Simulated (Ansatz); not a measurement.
VWC2:

```xyz
4
Lattice="1.5170 0.8759 4.9339 -1.5170 0.8759 4.9339 0.0000 -1.7517 4.9339" Properties=species:S:1:pos:R:3 pbc="T T T"
W     0.0000    0.0000    0.0000
V     0.0000    0.0000    7.4008
C     0.0000    0.0000    3.6485
C     0.0000    0.0000   11.1532
```

The cell comes from a database or a generator and needn't be the stable form of this composition.

Base run:

| Property | Result |
| --- | --- |
| Program | Ansatz 0.2.0 |
| Functional | LDA |
| Potentials or basis | Ansatz PAW |
| Cutoff | 420 eV (not typed: the program's choice for these potentials) |
| k mesh | 10 × 10 × 10 |
| Occupations | fermi-dirac, width 0.05 eV |
| Spin | collinear spin, ferromagnetic start |
| Starting moments | [0.0, 2.0, 0.0, 0.0] μB |

Its results: band gap on the k mesh none (metal or under the smearing width); pressure -16.8 GPa; net moment 0.00 μB per cell; largest force 0.141 eV/Å.

Question: The run is repeated on the same cell with these changes: functional from LDA to r2SCAN; cutoff from 420 eV (not typed: the program's choice for these potentials) to 500 eV (not typed: the program's choice for these potentials). What comes out?

Answer: Band gap on the k mesh none (metal or under the smearing width); pressure -4.2 GPa; net moment 0.55 μB per cell; site moments W -0.01; V +0.52; C -0.03 μB; largest force 0.234 eV/Å.

Caveats: spin-orbit coupling is left out, which moves the levels of the heavy elements; the PAW data sets come from PBE, with cores solved anew for the run's functional, which leaves a small shift of forces and pressure; the starting moments weren't kept (some runs); the magnetic or orbital state may not be the lowest (some runs).
